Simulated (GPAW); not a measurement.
# W3N4 (Pm-3m) in GPAW: a series of runs

The runs below take W3N4 through single point, with LDA, PBE.

All numbers are computed with GPAW 26.7.0; they aren't measurements. Logs are shortened: lines on timing, memory, paths and dates and some standing lists are left out, and cuts for length are marked. The log counts tension as positive stress, the text compression.

## (1) Starting point

It takes space group Pm-3m (No. 221, cubic). The conventional cell has a = 4.122 Å, b = 4.122 Å, c = 4.122 Å, α = 90.00°, β = 90.00°, γ = 90.00°. W (site symmetry 4/mmm) is surrounded by 6 N at 2.06 Å. N (site symmetry 4/mmm) is surrounded by 4 W at 2.06 Å. Around N (site symmetry m-3m) lie 6 W at 2.06 Å.

## (2) Single point, LDA

The input, run.py:

```python
from ase import Atoms
from ase.dft.bandgap import bandgap
from ase.io import write
from ase.units import GPa
from gpaw import GPAW, PW

atoms = Atoms(['W', 'W', 'W', 'N', 'N', 'N', 'N'],
              cell=[[4.122, 0.0, 0.0],
                    [0.0, 4.122, 0.0],
                    [0.0, 0.0, 4.122]],
              scaled_positions=[[0.5, 0.0, 0.5],
                                [0.0, 0.5, 0.5],
                                [0.5, 0.5, 0.0],
                                [0.0, 0.0, 0.5],
                                [0.0, 0.5, 0.0],
                                [0.5, 0.0, 0.0],
                                [0.5, 0.5, 0.5]],
              pbc=True)

calc = GPAW(mode=PW(600),
            xc='LDA',
            kpts={'size': (5, 5, 5), 'gamma': True},
            occupations={'name': 'fermi-dirac', 'width': 0.05},
            nbands=55,
            maxiter=120,
            txt='gpaw.txt')
atoms.calc = calc
energy = atoms.get_potential_energy()
forces = atoms.get_forces()
stress = atoms.get_stress()
calc.write('gs.gpw')
write('result.traj', atoms)
print(f'Energy: {energy:.6f} eV')
print('Forces (eV/A):')
print(forces.round(4))
print('Stress (GPa):', (stress / GPa).round(3))
print('Fermi level:', round(calc.get_fermi_level(), 4), 'eV')
print(f'Gap: {bandgap(calc)[0]:.4f} eV, direct: {bandgap(calc, direct=True)[0]:.4f} eV')
```

Potentials or basis: the program's PAW data sets (release 1.2.1) made for this functional, pw.

On the command line:

```console
OMP_NUM_THREADS=1 python run.py
```

gpaw.txt:

```text
__  _  _
 | _ |_)|_||  |
 |__||  | ||/\| - 26.7.0

Input parameters:
  mode=PW(ecut=600.0),
  kpts=MonkhorstPack(size=(5, 5, 5), gamma=True),
  maxiter=120,
  nbands=55,
  occupations=Occupations(name='fermi-dirac', width=0.05),
  xc=XC(name='LDA')

Diagonalizing LCAO Hamiltonian
Converting LCAO to pw mode
    .---------.
   /|         |
  / |         |
 *  |         |
 | W|  N      |
 |  .---------.
 N N  WW     /
 |/         /
 *----N----*

Atoms  # Å, Bohr magnetons
|   | symbol |        x |        y |        z |    initial magnetic moments |
|---|--------|----------|----------|----------|-----------------------------|
| 0 |      W | 2.061000 | 0.000000 | 2.061000 | ( 0.0000,  0.0000,  0.0000) |
| 1 |      W | 0.000000 | 2.061000 | 2.061000 | ( 0.0000,  0.0000,  0.0000) |
| 2 |      W | 2.061000 | 2.061000 | 0.000000 | ( 0.0000,  0.0000,  0.0000) |
| 3 |      N | 0.000000 | 0.000000 | 2.061000 | ( 0.0000,  0.0000,  0.0000) |
| 4 |      N | 0.000000 | 2.061000 | 0.000000 | ( 0.0000,  0.0000,  0.0000) |
| 5 |      N | 2.061000 | 0.000000 | 0.000000 | ( 0.0000,  0.0000,  0.0000) |
| 6 |      N | 2.061000 | 2.061000 | 2.061000 | ( 0.0000,  0.0000,  0.0000) |

Unit cell  # Å
| periodic |        x |        y |        z |  lengths |    angles |
|----------|----------|----------|----------|----------|-----------|
|      yes | 4.122000 | 0.000000 | 0.000000 | 4.122000 | 90.000000 |
|      yes | 0.000000 | 4.122000 | 0.000000 | 4.122000 | 90.000000 |
|      yes | 0.000000 | 0.000000 | 4.122000 | 4.122000 | 90.000000 |

Number of symmetries: 48
Symmetry operations  # r_c * U_cc + t_c -> r_c
|    | kind |            matrix            |
|----|------|------------------------------|
|  0 |  E   |  1, 0, 0,  0, 1, 0,  0, 0, 1 |
|  1 |  σ   |  1, 0, 0,  0, 1, 0,  0, 0,-1 |
|  2 |  σ   |  1, 0, 0,  0, 0, 1,  0, 1, 0 |
|  3 |  C4  |  1, 0, 0,  0, 0, 1,  0,-1, 0 |
|  4 |  C4  |  1, 0, 0,  0, 0,-1,  0, 1, 0 |
|  5 |  σ   |  1, 0, 0,  0, 0,-1,  0,-1, 0 |
|  6 |  σ   |  1, 0, 0,  0,-1, 0,  0, 0, 1 |
|  7 |  C2  |  1, 0, 0,  0,-1, 0,  0, 0,-1 |
|  8 |  σ   |  0, 1, 0,  1, 0, 0,  0, 0, 1 |
|  9 |  C2  |  0, 1, 0,  1, 0, 0,  0, 0,-1 |
| 10 |  C3  |  0, 1, 0,  0, 0, 1,  1, 0, 0 |
| 11 |  S6  |  0, 1, 0,  0, 0, 1, -1, 0, 0 |
| 12 |  S6  |  0, 1, 0,  0, 0,-1,  1, 0, 0 |
| 13 |  C3  |  0, 1, 0,  0, 0,-1, -1, 0, 0 |
| 14 |  C4  |  0, 1, 0, -1, 0, 0,  0, 0, 1 |
| 15 |  S4  |  0, 1, 0, -1, 0, 0,  0, 0,-1 |
| 16 |  C3  |  0, 0, 1,  1, 0, 0,  0, 1, 0 |
| 17 |  S6  |  0, 0, 1,  1, 0, 0,  0,-1, 0 |
| 18 |  σ   |  0, 0, 1,  0, 1, 0,  1, 0, 0 |
| 19 |  C4  |  0, 0, 1,  0, 1, 0, -1, 0, 0 |
| 20 |  C2  |  0, 0, 1,  0,-1, 0,  1, 0, 0 |
| 21 |  S4  |  0, 0, 1,  0,-1, 0, -1, 0, 0 |
| 22 |  S6  |  0, 0, 1, -1, 0, 0,  0, 1, 0 |
| 23 |  C3  |  0, 0, 1, -1, 0, 0,  0,-1, 0 |
| 24 |  S6  |  0, 0,-1,  1, 0, 0,  0, 1, 0 |
| 25 |  C3  |  0, 0,-1,  1, 0, 0,  0,-1, 0 |
| 26 |  C4  |  0, 0,-1,  0, 1, 0,  1, 0, 0 |
| 27 |  σ   |  0, 0,-1,  0, 1, 0, -1, 0, 0 |
| 28 |  S4  |  0, 0,-1,  0,-1, 0,  1, 0, 0 |
| 29 |  C2  |  0, 0,-1,  0,-1, 0, -1, 0, 0 |
| 30 |  C3  |  0, 0,-1, -1, 0, 0,  0, 1, 0 |
| 31 |  S6  |  0, 0,-1, -1, 0, 0,  0,-1, 0 |
| 32 |  C4  |  0,-1, 0,  1, 0, 0,  0, 0, 1 |
| 33 |  S4  |  0,-1, 0,  1, 0, 0,  0, 0,-1 |
| 34 |  S6  |  0,-1, 0,  0, 0, 1,  1, 0, 0 |
| 35 |  C3  |  0,-1, 0,  0, 0, 1, -1, 0, 0 |
| 36 |  C3  |  0,-1, 0,  0, 0,-1,  1, 0, 0 |
| 37 |  S6  |  0,-1, 0,  0, 0,-1, -1, 0, 0 |
| 38 |  σ   |  0,-1, 0, -1, 0, 0,  0, 0, 1 |
| 39 |  C2  |  0,-1, 0, -1, 0, 0,  0, 0,-1 |
| 40 |  σ   | -1, 0, 0,  0, 1, 0,  0, 0, 1 |
| 41 |  C2  | -1, 0, 0,  0, 1, 0,  0, 0,-1 |
| 42 |  C2  | -1, 0, 0,  0, 0, 1,  0, 1, 0 |
| 43 |  S4  | -1, 0, 0,  0, 0, 1,  0,-1, 0 |
| 44 |  S4  | -1, 0, 0,  0, 0,-1,  0, 1, 0 |
| 45 |  C2  | -1, 0, 0,  0, 0,-1,  0,-1, 0 |
| 46 |  C2  | -1, 0, 0,  0,-1, 0,  0, 0, 1 |
| 47 |  i   | -1, 0, 0,  0,-1, 0,  0, 0,-1 |

BZ-sampling:
  Number of BZ points: 125
  Number of IBZ points: 10

  Monkhorst-Pack size: [5, 5, 5]
  Monkhorst-Pack shift: [0, 0, 0]

K-points  # in reciprocal-cell coordinates
|   |                                coordinates |     weight |
|---|--------------------------------------------|------------|
| 0 | (  0.00000000,   0.00000000,   0.00000000) | 0.00800000 |
| 1 | (  0.20000000,   0.00000000,   0.00000000) | 0.04800000 |
| 2 | (  0.20000000,   0.20000000,   0.00000000) | 0.09600000 |
| 3 | (  0.20000000,   0.20000000,   0.20000000) | 0.06400000 |
| 4 | (  0.40000000,   0.00000000,   0.00000000) | 0.04800000 |
| 5 | (  0.40000000,   0.20000000,   0.00000000) | 0.19200000 |
| 6 | (  0.40000000,   0.20000000,   0.20000000) | 0.19200000 |
| 7 | (  0.40000000,   0.40000000,   0.00000000) | 0.09600000 |
| 8 | (  0.40000000,   0.40000000,   0.20000000) | 0.19200000 |
| 9 | (  0.40000000,   0.40000000,   0.40000000) | 0.06400000 |

Plane wave coefficients: 2356
Cutoff: 600.0 eV

Spin-components: 1 (collinear spins)
Bands:           55
Projectors:      38
Spin-degeneracy: 2
Datatype:        complex128

Parallelization:
  kpt:    1
  domain: 1
  band:   1

Density:
  Valence electrons: 62.0
  Components: 1
  Grid points: [24 24 24]
  Charge: 0.0  # |e|

Potential:
  Grid points: [24 24 24]

species:
  W:
    name:    Tungsten
    Z:       74.0
    valence: 14
    core:    60
    charge:  0.0  # [|e|]
    compensation charges:
      type: gauss
      rc: 0.40  # [Å]
      lmax: 2
    cutoffs:
      filter: 2.36  # [Å]
      core: 3.02  # [Å]
    projectors
    | kind |    occ | energy [eV] | rcut [Å] |
    |------|--------|-------------|----------|
    |   5s |  2.000 |     -79.053 |    1.344 |
    |   6s |  2.000 |      -5.886 |    1.344 |
    |   5p |  6.000 |     -43.417 |    1.355 |
    |   6p |  0.000 |      -1.469 |    1.355 |
    |   5d |  4.000 |      -4.693 |    1.228 |
    |    d |        |      22.518 |    1.228 |

    Using partial waves for W as LCAO basis

  N:
    name:    Nitrogen
    Z:       7.0
    valence: 5
    core:    2
    charge:  0.0  # [|e|]
    compensation charges:
      type: gauss
      rc: 0.18  # [Å]
      lmax: 2
    cutoffs:
      filter: 1.11  # [Å]
      core: 0.96  # [Å]
    projectors
    | kind |    occ | energy [eV] | rcut [Å] |
    |------|--------|-------------|----------|
    |   2s |  2.000 |     -18.420 |    0.603 |
    |   2p |  3.000 |      -7.237 |    0.529 |
    |    s |        |       8.791 |    0.603 |
    |    p |        |      19.974 |    0.529 |
    |    d |        |       0.000 |    0.577 |

    Using partial waves for N as LCAO basis

Reference energy: -1321431.816416  # eV

eigensolver:
  PPCG
  Converge bands: occupied
  niter=2

density mixing:
  MSR1-Mixer
  Pratt-step length: 0.05
  Maximum mixing coefficient: 0.75
  Old densities: 10
  SVD Regularization: 0.005
  Good broyden scale: 1.0
  Trust region scale: 1.0
  Backstep threshold: 4.0
  History deletion threshold: 6.0
  Fourier metric: weight=20.0, sigma=0.015

occupation numbers:
  Fermi-Dirac:
    width: 0.0500  # eV

poisson solver:
  ecut: 4800.0  # eV

xc functional:
  name: None

convergence criteria:
- Maximum [total energy] change in last 3 cyles: 0.0005 eV / valence electron
- Maximum integral of absolute [dens]ity change: 0.0001 electrons / valence electron
- Maximum integral of absolute [eigenst]ate change: 4e-08 eV^2 / valence electron
maximum number of iterations: 120

SCF iterations
|iter     | |      energy | eigst |  dens |
|---------|-|-------------|-------|-------|
|iter:   1| |  -84.049389 | +0.20 |       |
|iter:   2| |  -81.898367 | -1.89 | -0.88 |
|iter:   3| |  -77.092993 | -0.90 | -0.95 |
|iter:   4| |  -76.944563 | -2.55 | -1.61 |
|iter:   5| |  -76.927096 | -3.17 | -1.87 |
|iter:   6| |  -76.925553c| -4.29 | -2.62 |
|iter:   7| |  -76.925426c| -5.19 | -3.08 |
|iter:   8| |  -76.925434c| -6.15 | -3.42 |
|iter:   9| |  -76.925432c| -7.79c| -4.19c|

Converged in 9 steps
Energy contributions relative to reference atoms: (reference = -1321431.816416)

Energy contributions:
  Kinetic:          74.993025
  Coulomb:         -73.564718
  Zero:             -0.300400
  External:          0.000000
  Xc:              -78.050424
  Entropy:          -0.005830
  Spinorbit:         0.000000
  ----------------------------
  Free energy:     -76.928348
  Extrapolated:    -76.925432

dipole moment: (-35.842763, -35.842763, -35.842763)  # |e|*Ang

Fermi level: 14.124
Eigenvalues  # (at kpt = [0.000, 0.000, 0.000])
| band index |      eig [eV] | occ [0-2] |
|------------|---------------|-----------|
|          0 |       -61.317 |     2.000 |
|        ... |               |           |
|         28 |        12.009 |     2.000 |
|         29 |        12.009 |     2.000 |
|         30 |        12.009 |     2.000 |
|         31 |        13.263 |     2.000 |
|         32 |        13.263 |     2.000 |
|         33 |        13.263 |     2.000 |
[... 8 lines left out ...]
|         42 |        18.698 |     0.000 |
|         43 |        20.121 |     0.000 |
|        ... |               |           |
|         54 |        34.128 |     0.000 |

No gap
No difference between direct/indirect transitions

Forces  # eV/Ang
|        x |        y |        z |
|----------|----------|----------|
|  0.00000 |  0.00000 |  0.00000 |  # W    0
|  0.00000 |  0.00000 |  0.00000 |  # W    1
|  0.00000 |  0.00000 |  0.00000 |  # W    2
|  0.00000 |  0.00000 |  0.00000 |  # N    3
|  0.00000 |  0.00000 |  0.00000 |  # N    4
|  0.00000 |  0.00000 |  0.00000 |  # N    5
| -0.00000 | -0.00000 | -0.00000 |  # N    6

Stress tensor  # eV/Ang^3
|        x |        y |        z |
|----------|----------|----------|
| 0.011066 | 0.000000 | 0.000000 |
| 0.000000 | 0.011066 | 0.000000 |
| 0.000000 | 0.000000 | 0.011066 |

# Writing to gs.gpw (mode='')
```

It took 26 s on 1 thread of Arm Neoverse V2, shared host; peak memory 0.19 GiB.

What came out:

```yaml
Free_energy: -76.9283 eV
Pressure: -1.8 GPa
Band_gap_on_the_k_mesh: none (metal or under the smearing width)
```

Caveat: the cutoff is short for stress and forces, so pressures can be off by a GPa or more. Spin-orbit coupling is left out, which matters for the levels of W.

## (3) Single point, PBE

run.py: that of step 2 with these lines changed.

```diff
@@ -20,3 +20,3 @@
 calc = GPAW(mode=PW(600),
-            xc='LDA',
+            xc='PBE',
             kpts={'size': (5, 5, 5), 'gamma': True},
```

Potentials or basis: GPAW PAW data sets (gpaw-data 1.2.1), pw.

On the command line:

```console
OMP_NUM_THREADS=1 python run.py
```

gpaw.txt:

```text
__  _  _
 | _ |_)|_||  |
 |__||  | ||/\| - 26.7.0

Input parameters:
  mode=PW(ecut=600.0),
  kpts=MonkhorstPack(size=(5, 5, 5), gamma=True),
  maxiter=120,
  nbands=55,
  occupations=Occupations(name='fermi-dirac', width=0.05),
  xc=XC(name='PBE')

Diagonalizing LCAO Hamiltonian
Converting LCAO to pw mode
    .---------.
   /|         |
  / |         |
 *  |         |
 | W|  N      |
 |  .---------.
 N N  WW     /
 |/         /
 *----N----*

Atoms  # Å, Bohr magnetons
|   | symbol |        x |        y |        z |    initial magnetic moments |
|---|--------|----------|----------|----------|-----------------------------|
| 0 |      W | 2.061000 | 0.000000 | 2.061000 | ( 0.0000,  0.0000,  0.0000) |
| 1 |      W | 0.000000 | 2.061000 | 2.061000 | ( 0.0000,  0.0000,  0.0000) |
| 2 |      W | 2.061000 | 2.061000 | 0.000000 | ( 0.0000,  0.0000,  0.0000) |
| 3 |      N | 0.000000 | 0.000000 | 2.061000 | ( 0.0000,  0.0000,  0.0000) |
| 4 |      N | 0.000000 | 2.061000 | 0.000000 | ( 0.0000,  0.0000,  0.0000) |
[... 211 lines left out ...]
  Zero:              0.162647
  External:          0.000000
  Xc:              -70.590798
  Entropy:          -0.006569
  Spinorbit:         0.000000
  ----------------------------
  Free energy:     -68.062865
  Extrapolated:    -68.059581

dipole moment: (-35.830537, -35.830537, -35.830537)  # |e|*Ang

Fermi level: 14.549
Eigenvalues  # (at kpt = [0.000, 0.000, 0.000])
| band index |      eig [eV] | occ [0-2] |
|------------|---------------|-----------|
|          0 |       -61.001 |     2.000 |
|        ... |               |           |
|         28 |        12.349 |     2.000 |
|         29 |        12.349 |     2.000 |
|         30 |        12.349 |     2.000 |
|         31 |        13.659 |     2.000 |
|         32 |        13.659 |     2.000 |
|         33 |        13.659 |     2.000 |
[... 8 lines left out ...]
|         42 |        18.944 |     0.000 |
|         43 |        20.408 |     0.000 |
|        ... |               |           |
|         54 |        34.591 |     0.000 |

No gap
No difference between direct/indirect transitions

Forces  # eV/Ang
|        x |       y |       z |
|----------|---------|---------|
|  0.00000 | 0.00000 | 0.00000 |  # W    0
| -0.00000 | 0.00000 | 0.00000 |  # W    1
|  0.00000 | 0.00000 | 0.00000 |  # W    2
|  0.00000 | 0.00000 | 0.00000 |  # N    3
|  0.00000 | 0.00000 | 0.00000 |  # N    4
|  0.00000 | 0.00000 | 0.00000 |  # N    5
| -0.00000 | 0.00000 | 0.00000 |  # N    6

Stress tensor  # eV/Ang^3
|         x |         y |         z |
|-----------|-----------|-----------|
| -0.114910 |  0.000000 |  0.000000 |
|  0.000000 | -0.114910 |  0.000000 |
|  0.000000 |  0.000000 | -0.114910 |

# Writing to gs.gpw (mode='')
```

Wall time 26 s (1 thread of Arm Neoverse V2, shared host); peak memory 0.2 GiB.

Results:

| Property | Result |
| --- | --- |
| Free energy | -68.0629 eV |
| Pressure | 18.4 GPa |
| Band gap on the k mesh | none (metal or under the smearing width) |

Levels at points of the mesh, in eV from the Fermi level:
| k point | band 27 | band 28 | band 29 | band 30 | band 31 | band 32 | band 33 | band 34 | band 35 | band 36 |
| --- | --- | --- | --- | --- | --- | --- | --- | --- | --- | --- |
| (0.00, 0.00, 0.00) | -3.47 | -3.47 | -2.20 | -2.20 | -2.20 | -0.89 | -0.89 | -0.89 | -0.22 | -0.22 |

Caveat: the cutoff is short for stress and forces, so pressures can be off by a GPa or more; so large a pressure means that the cell lies far from this level's equilibrium, or that cutoff or potentials fall short.
